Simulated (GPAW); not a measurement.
Runs of GPAW 26.7.0 on KPt. The structure is hexagonal, space group P-6m2 (No. 187). The conventional cell has a = 3.001 Å, b = 3.001 Å, c = 5.346 Å, α = 90.00°, β = 90.00°, γ = 120.00°. Pt (site symmetry -6m2) has 6 Pt at 3.00 Å and 6 K at 3.19 Å as nearest neighbours. K (site symmetry -6m2) is surrounded by 6 K at 3.00 Å and 6 Pt at 3.19 Å. The cell comes from a database or a generator and needn't be the stable form of this composition.

| task | level | potentials or basis | smearing | eigensolver | gap on the mesh (eV) | pressure (GPa) |
| --- | --- | --- | --- | --- | --- | --- |
| single point | PBEsol | PAW data sets generated in the run's folder for this functional, pw | gaussian 0.02 eV | - | none | (a) |
| single point | LDA | the program's PAW data sets (release 1.2.1) made for this functional, pw | gaussian 0.05 eV | - | none | -6.9 |
| single point | r2SCAN+D4 | GPAW PAW data sets (gpaw-data 1.2.1), pw | gaussian 0.05 eV | - | none | -2.6 |
| single point | RPBE | the program's PAW data sets (release 1.2.1) made for this functional, pw | gaussian 0.02 eV | - | none | 3.4 |

Alike in all rows: no spin polarisation; cell as given; k mesh 10 × 10 × 5; cutoff (eV) 600.

Task: Estimate the missing entries.

Result: (a) -3.9.

Caveats: the PAW data sets were made with another functional, which shifts forces and pressure a little (some runs); pairwise dispersion overbinds metals, which lowers pressure and volume (some runs).

A k mesh can miss the band edges, and the runs leave out spin-orbit coupling on Pt.

A gap of «none» marks a metal or a gap under the smearing width.
